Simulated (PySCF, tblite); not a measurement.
# C₂H₁₀B₃N₃+ (doublet): geometry, infrared bands and EPR parameters

Aim: predict the infrared bands and EPR parameters of C₂H₁₀B₃N₃+ (doublet) (`CB1[NH+]BNBN1C`).

The runs use tblite 0.8.0 and PySCF 2.14.0, with density-fitted response routines of our own; the level of theory stands in each step. All values are computed, except where a source is named. Atoms count from 0, in the outputs and in this text.

### Step 1. Starting geometry

18 atoms, charge 1, multiplicity 2; geometry from: force field or distance geometry start.

Bonds of the start (Å): C0–B1 1.59, B1–N2 1.53, N2–B3 1.51, B3–N4 1.54, N4–B5 1.53, B5–N6 1.54, N6–C7 1.46, N6–B1 1.54, C0–H8 1.11, C0–H9 1.12, C0–H10 1.10, N2–H11 1.05, B3–H12 1.18, N4–H13 1.05, B5–H14 1.17, C7–H15 1.11, C7–H16 1.12, C7–H17 1.12.

### Step 2. Optimising the geometry with GFN2-xTB

What the job is given:

```
{"job": {"kind": "relax", "xc": "GFN2-xTB", "basis": "xTB"}, "charge": 1, "multiplicity": 2}
C      0.137100     2.055100     1.313100
B      0.203000     0.792800     0.355000
N      1.369100     0.652400    -0.630000
B      1.943100    -0.736300    -0.462200
N      1.025000    -1.967500    -0.442900
B     -0.131700    -1.682800     0.514900
N     -0.848000    -0.319300     0.489700
C     -1.783300    -0.261900    -0.628400
H      0.186500     1.727400     2.373800
H     -0.834100     2.587800     1.144100
H      0.970000     2.743300     1.097900
H      0.937500     0.684900    -1.588000
H      3.104200    -0.881400    -0.314300
H      0.614900    -2.037800    -1.408800
H     -0.732400    -2.602500     0.931400
H     -2.322500     0.712300    -0.626500
H     -2.565900    -1.050500    -0.516400
H     -1.281400    -0.409700    -1.613900
```

Command:

```
$ OMP_NUM_THREADS=1 python probes_run.py task.json out
```

One launch serves the whole session: the jobs run in the order shown.

Standard output:

```text
step      E/eV     max force
  0    -582.65023    3.386
  1    -583.16509    2.305
  2    -583.59205    0.861
  3    -583.62927    0.802
  4    -583.69429    0.880
  5    -583.78246    1.522
  6    -583.96513    1.999
  7    -584.11968    2.053
  8    -584.38254    2.461
  9    -584.80731    1.921
 10    -585.04489    2.433
 11    -585.31526    2.198
 12    -585.49016    1.881
 13    -585.65968    1.300
 14    -585.74568    1.169
 15    -585.91391    1.025
 16    -586.01198    0.952
 17    -586.14262    0.992
 18    -586.23600    0.621
 19    -586.29289    1.746
 20    -586.35875    0.981
 21    -586.42701    0.657
 22    -586.54780    0.493
 23    -586.58931    0.462
 24    -586.62290    0.481
 25    -586.65178    0.349
 26    -586.67503    0.277
 27    -586.68374    0.200
 28    -586.68806    0.200
 29    -586.69372    0.220
 30    -586.70117    0.206
 31    -586.70862    0.236
 32    -586.71464    0.254
 33    -586.72032    0.249
 34    -586.72798    0.225
 35    -586.73886    0.313
 36    -586.75043    0.312
 37    -586.76060    0.241
 38    -586.77019    0.229
 39    -586.78147    0.302
 40    -586.79346    0.327
 41    -586.80275    0.230
 42    -586.80838    0.154
 43    -586.81336    0.172
 44    -586.81919    0.201
 45    -586.82599    0.193
 46    -586.83158    0.180
 47    -586.83610    0.151
 48    -586.84027    0.150
 49    -586.84482    0.179
 50    -586.84952    0.199
 51    -586.85389    0.165
 52    -586.85778    0.153
 53    -586.86163    0.132
 54    -586.86573    0.127
 55    -586.86985    0.140
 56    -586.87361    0.146
 57    -586.87714    0.146
 58    -586.88081    0.144
 59    -586.88456    0.146
 60    -586.88815    0.170
 61    -586.89117    0.121
 62    -586.89373    0.109
 63    -586.89575    0.096
 64    -586.89807    0.100
 65    -586.89943    0.063
 66    -586.90033    0.065
 67    -586.90114    0.060
 68    -586.90216    0.071
 69    -586.90323    0.073
 70    -586.90422    0.072
 71    -586.90498    0.060
 72    -586.90544    0.042
 73    -586.90571    0.034
 74    -586.90589    0.030
 75    -586.90607    0.032
 76    -586.90629    0.032
 77    -586.90652    0.034
 78    -586.90674    0.030
 79    -586.90693    0.030
 80    -586.90709    0.029
 81    -586.90725    0.027
 82    -586.90744    0.029
 83    -586.90770    0.036
 84    -586.90809    0.045
 85    -586.90864    0.061
 86    -586.90933    0.066
 87    -586.91016    0.075
 88    -586.91123    0.111
 89    -586.91266    0.126
 90    -586.91413    0.117
 91    -586.91530    0.074
 92    -586.91633    0.109
 93    -586.91730    0.085
 94    -586.91900    0.080
 95    -586.92071    0.104
 96    -586.92311    0.118
 97    -586.92410    0.117
 98    -586.92292    0.203
 99    -586.92564    0.049
100    -586.92607    0.045
101    -586.92691    0.060
102    -586.92729    0.057
103    -586.92871    0.064
104    -586.92938    0.066
105    -586.93017    0.076
106    -586.93085    0.079
107    -586.93177    0.068
108    -586.93231    0.092
109    -586.93307    0.089
110    -586.93365    0.048
111    -586.93442    0.042
112    -586.93495    0.052
113    -586.93544    0.045
114    -586.93575    0.040
115    -586.93602    0.035
116    -586.93627    0.038
117    -586.93652    0.041
118    -586.93677    0.035
119    -586.93705    0.036
120    -586.93736    0.044
121    -586.93771    0.046
122    -586.93804    0.043
123    -586.93837    0.048
124    -586.93868    0.040
125    -586.93897    0.041
126    -586.93918    0.042
127    -586.93933    0.027
128    -586.93945    0.026
129    -586.93955    0.023
130    -586.93966    0.024
131    -586.93979    0.022
132    -586.93996    0.030
133    -586.94014    0.028
134    -586.94027    0.035
135    -586.94036    0.028
136    -586.94044    0.021
137    -586.94052    0.027
138    -586.94060    0.036
139    -586.94077    0.047
140    -586.94098    0.051
141    -586.94126    0.047
142    -586.94155    0.034
143    -586.94154    0.082
144    -586.94195    0.033
145    -586.94214    0.029
146    -586.94161    0.182
147    -586.94275    0.028
148    -586.94292    0.022
149    -586.94301    0.089
150    -586.94321    0.030
151    -586.94332    0.026
152    -586.94368    0.048
153    -586.94374    0.013
154    -586.94378    0.014
155    -586.94387    0.016
156    -586.94391    0.016
157    -586.94395    0.012
158    -586.94397    0.011
159    -586.94399    0.008
```

It took 0.84 s on 1 thread of Arm Neoverse V2, shared host.

Along the way: (not every step is listed)

```
step  energy from step 0 (eV)  largest force (eV/Å)
   0                   0.0000                3.3858
   1                  -0.5149                2.3052
   2                  -0.9418                0.8611
   3                  -0.9790                0.8019
   4                  -1.0441                0.8800
   5                  -1.1322                1.5223
   6                  -1.3149                1.9987
   7                  -1.4695                2.0535
   8                  -1.7323                2.4615
  22                  -3.8976                0.4929
  36                  -4.1002                0.3115
  50                  -4.1993                0.1994
  64                  -4.2478                0.1002
  78                  -4.2565                0.0295
  92                  -4.2661                0.1085
 106                  -4.2806                0.0791
 120                  -4.2871                0.0442
 134                  -4.2900                0.0354
 148                  -4.2927                0.0221
 154                  -4.2935                0.0136
 155                  -4.2936                0.0155
 156                  -4.2937                0.0164
 157                  -4.2937                0.0122
 158                  -4.2937                0.0106
 159                  -4.2938                0.0084
```

Distances of close pairs at the start and the end, largest changes first:

```
  bond  before (Å)  after (Å)  change (Å)
 B3–N4       1.536      1.416      -0.120
 N4–B5       1.529      1.409      -0.120
 B1–N2       1.533      1.414      -0.119
 B5–N6       1.540      1.442      -0.099
 N2–B3       1.512      1.414      -0.098
 B1–N6       1.536      1.440      -0.096
N2–H11       1.051      1.010      -0.042
N4–H13       1.052      1.011      -0.041
```

The next job starts from the end point, and lists it.

### Step 3. Vibrational analysis with GFN2-xTB

What the job is given:

```
{"job": {"kind": "ir", "xc": "GFN2-xTB", "basis": "xTB"}, "charge": 1, "multiplicity": 2}
C     -0.121681     2.106352     0.685623
B      0.275706     0.685468     0.099432
N      1.593604     0.463108    -0.361146
B      2.061757    -0.849698    -0.600611
N      1.134633    -1.918889    -0.542522
B     -0.202456    -1.765108    -0.125579
N     -0.659196    -0.407645     0.037596
C     -2.065962    -0.149785     0.044815
H     -0.919850     2.040461     1.419722
H     -0.463244     2.727660    -0.143458
H      0.715461     2.626479     1.141752
H      2.248703     1.231467    -0.361519
H      3.208557    -1.043621    -0.741700
H      1.444743    -2.849778    -0.785476
H     -0.924380    -2.671764    -0.002193
H     -2.383327     0.100242     1.067259
H     -2.632350    -1.027523    -0.263783
H     -2.319475     0.708893    -0.579870
```

Standard output:

```text
mode    cm-1     km/mol
  1      83.9      1.06
  2     100.1      4.28
  3     107.4      2.97
  4     158.5     14.40
  5     252.3      0.07
  6     277.7      3.97
  7     334.5     29.89
  8     361.7     10.19
  9     386.6      5.05
 10     469.3      0.49
 11     500.0     36.79
 12     618.0     17.79
 13     667.8     10.57
 14     690.6     27.28
 15     707.8      8.83
 16     759.5     61.34
 17     801.3    152.51
 18     828.9    227.59
 19     855.5     17.43
 20     914.8      8.77
 21     956.7      5.92
 22     980.1     70.74
 23    1005.3     29.26
 24    1035.4     21.16
 25    1039.8     13.96
 26    1144.8     99.98
 27    1170.8      4.65
 28    1196.3     27.24
 29    1212.1     10.96
 30    1231.3     18.37
 31    1259.6      4.31
 32    1303.0     76.27
 33    1350.7      9.96
 34    1369.2     67.03
 35    1379.6     49.14
 36    1405.0     37.17
 37    1433.7     13.33
 38    1464.6     12.33
 39    2589.2     54.58
 40    2684.2     22.38
 41    2881.3     27.74
 42    2988.5     14.32
 43    2993.2     15.66
 44    3024.1      8.62
 45    3046.9      6.96
 46    3062.0      1.07
 47    3435.4     52.65
 48    3452.4     29.95
```

It took 0.47 s on 1 thread of Arm Neoverse V2, shared host.

The strongest bands and the atoms that carry them (share of the mass-weighted mode):

```
cm⁻¹  km/mol                                 atoms
 760    61.3          H11 27 %, H14 15 %, H12 14 %
 801   152.5  H13 31 %, H14 31 %, B5 15 %, N4 11 %
 829   227.6   H9 26 %, H11 15 %, H8 15 %, B1 13 %
 980    70.7   H12 23 %, B1 16 %, B5 12 %, B3 11 %
1145   100.0            N6 48 %, C7 25 %, H13 14 %
1303    76.3   N4 37 %, B3 14 %, B5 10 %, H13 10 %
1369    67.0                    H17 43 %, H15 35 %
2589    54.6                              H12 92 %
```

### Step 4. g tensor and hyperfine couplings: B3LYP/pcH-1

Same as in step 3 but for these lines:

```diff
@@ -1,2 +1,2 @@
-{"job": {"kind": "ir", "xc": "GFN2-xTB", "basis": "xTB"}, "charge": 1, "multiplicity": 2}
+{"job": {"kind": "epr", "basis": "pcH-1"}, "charge": 1, "multiplicity": 2}
 C     -0.121681     2.106352     0.685623
```

Method: UKS B3LYP, pcH-1 on B C H N, non-relativistic, mean-field spin-orbit, GIAO.

Standard output:

```text
UKS, coarse grid
  cycle   1  E = -320.92277315  |g| = 4.08e-01
  cycle   2  E = -320.68161290  |g| = 7.98e-01
  cycle   3  E = -320.97894331  |g| = 2.12e-01
  cycle   4  E = -320.99998229  |g| = 4.83e-02
  cycle   5  E = -321.00084255  |g| = 3.76e-02
  cycle   6  E = -321.00145887  |g| = 8.77e-03
  cycle   7  E = -321.00152230  |g| = 5.45e-03
  cycle   8  E = -321.00154445  |g| = 2.52e-03
  cycle   9  E = -321.00155269  |g| = 1.57e-03
  cycle  10  E = -321.00155555  |g| = 1.10e-03
  cycle  11  E = -321.00155667  |g| = 6.12e-04
UKS, final grid
  cycle   1  E = -321.00153713  |g| = 8.26e-04
  cycle   2  E = -321.00153615  |g| = 1.95e-03
  cycle   3  E = -321.00153779  |g| = 2.55e-04
  cycle   4  E = -321.00153787  |g| = 2.56e-04
  cycle   5  E = -321.00153803  |g| = 8.86e-05
  cycle   6  E = -321.00153804  |g| = 2.00e-05
  cycle   7  E = -321.00153804  |g| = 6.95e-06
E = -321.00153804 Eh   <S^2> = 0.7579 (exact 0.7500)
g shifts (ppm)      1          2          3
  rmc          -208       -208       -208
  gc             20         26         35
  oz_so         671       1938       2290
  total         484       1756       2118
hyperfine (MHz)  atom isotope    a_iso     a_fc   dipolar eigenvalues
    0   13C       6.77       6.77     -4.33     -3.46      7.78
    1   11B     -16.94     -16.94     -7.49      3.03      4.46
    2   14N       2.36       2.36     -2.76     -2.23      4.99
    3   11B      -6.17      -6.17     -5.02     -2.29      7.32
    4   14N       6.78       6.78     -8.96     -8.34     17.30
    5   11B     -21.38     -21.38     -8.09      0.17      7.92
    6   14N      23.33      23.33    -30.18    -29.84     60.03
    7   13C     -23.85     -23.85     -8.05     -3.58     11.63
    8    1H      -4.33      -4.33     -3.49     -0.54      4.04
    9    1H      22.91      22.91     -2.99      0.15      2.84
   10    1H      -3.87      -3.87     -2.73     -1.27      4.01
   11    1H      -3.69      -3.69     -3.98     -2.00      5.98
   12    1H      32.54      32.54     -3.30     -2.78      6.08
   13    1H      -8.39      -8.39    -11.01     -3.98     14.99
   14    1H       8.79       8.79     -4.57     -2.23      6.80
   15    1H     230.56     230.56     -7.59     -3.62     11.21
   16    1H      14.32      14.32     -4.72     -3.75      8.47
   17    1H      89.46      89.46     -6.91     -3.78     10.68
```

Run time: 72 s. Hardware: 1 thread of Arm Neoverse V2, shared host; peak memory 0.98 GiB.

Principal g values 2.00280, 2.00408, 2.00444; g(iso) = 2.00377, against 2.00232 for a free electron.

Hyperfine couplings; where a row names several nuclei, a(iso) is their mean (it holds for fast rotation or exchange) and the dipolar term the largest among them:

```
       nuclei  isotope  a(iso) (MHz)  a(iso) (G, at g = 2.0023)  largest dipolar term (MHz)
H15, H16, H17       1H         111.4                       39.8                        11.2
          H12       1H          32.5                       11.6                         6.1
           C7      13C         -23.8                       -8.5                        11.6
           N6      14N          23.3                        8.3                        60.0
           B5      11B         -21.4                       -7.6                        -8.1
           B1      11B         -16.9                       -6.0                        -7.5
          H14       1H           8.8                        3.1                         6.8
          H13       1H          -8.4                       -3.0                        15.0
           N4      14N           6.8                        2.4                        17.3
           C0      13C           6.8                        2.4                         7.8
           B3      11B          -6.2                       -2.2                         7.3
  H8, H9, H10       1H           4.9                        1.7                         4.0
          H11       1H          -3.7                       -1.3                         6.0
           N2      14N           2.4                        0.8                         5.0
```

Mulliken spin populations:

C0 0.03; B1 -0.01; N2 0.04; B3 0.05; N4 0.19; B5 -0.07; N6 0.64; C7 -0.01; H8 0.00; H9 0.01; H10 0.00; H11 0.00; H12 0.01; H13 -0.01; H14 0.01; H15 0.09; H16 0.00; H17 0.03

In first order the couplings over 0.8 MHz of 1H, 14N, 11B give 19473 distinct lines over 214.3 G, if the averaged nuclei exchange fast.

Orbitals, density, ELF and potential are computed afterwards from the orbital file.

ELF in a plane through or near 11 of the atoms.

Ten even steps from ' ' (0.00) to '@' (1.00):
```
                                                        
                                                        
                                                        
                      ::==..      ....                  
        ..++##++    ..%%@@%%    ==##**::                
      ..@@@@@@@@++  ::%%@@%%..  ++%%##==..              
      **@@@@@@@@@@--++####**....++****++--..            
      **@@@@@@@@++..%%++--%%==##%%..::**==::            
      ..--**%%##==##++######--::@@**++**==::            
            ..==%%%%--  ..--..::++==--====::            
        --##%%##..--**..--##%%##::                      
      ::@@@@@@@@**##%%::%%++==##++====::                
      ..%%@@@@%%++**::==++%%##%%--==##==..              
        ..--..    ==####++..::++::--##++..              
                ::@@@@@@%%  ==@@@@##--..                
                **@@@@@@**  ++@@@@%%..                  
                ..##%%%%..    ##%%++                    
                    ....        ..                      
                                                        
                                                        
```
The map spans 11.6 Å across and 10.5 Å up, centred on the molecule. Atoms in the plane (x, y in Å): C0 (1.8, 1.3), B1 (0.3, 0.7), N2 (-0.8, 1.5), B3 (-2.1, 0.9), N4 (-2.2, -0.5), B5 (-1.2, -1.3), N6 (0.1, -0.8), C7 (1.3, -1.6), H11 (-0.7, 2.5), H12 (-3.0, 1.7), H13 (-3.2, -0.9).

On the surface of density 0.002 e/bohr³ the electrostatic potential runs, from the 1st to the 99th percentile, from 3.40 to 5.75 V.

The spin density lies nearest to N6 48 %; N4 14 %; H15 8 %.

### Step 5. Outcome

| quantity | value |
| --- | --- |
| strongest single infrared mode (GFN2-xTB) | 829 cm⁻¹, 228 km/mol |
| zero-point energy (GFN2-xTB) | 88.6 kcal/mol |
| g(iso) (B3LYP) | 2.00377 |
| ⟨S²⟩ | 0.758 (exact 0.75) |
| largest a(iso) (averaged by class) | 1H on H15, H16, H17, 111.4 MHz |

What this shows: The optimisation took 159 steps and gained 4.294 eV; among the close pairs (by a distance rule), B3–N4 changed most, from 1.536 to 1.416 Å. All 48 modes are real, so the xTB geometry is a minimum. The strongest single mode, at 829 cm⁻¹, has its largest shares on H9, H11, H8 and B1 (the list is cut at 4 atoms). GFN2-xTB is a fitted tight-binding method: band positions and strengths are rough. Its intensities can rank the bands wrongly. Most of the unpaired spin sits on N6 (0.64 e). The isotropic g lies 1.5 ppt above the free-electron value.
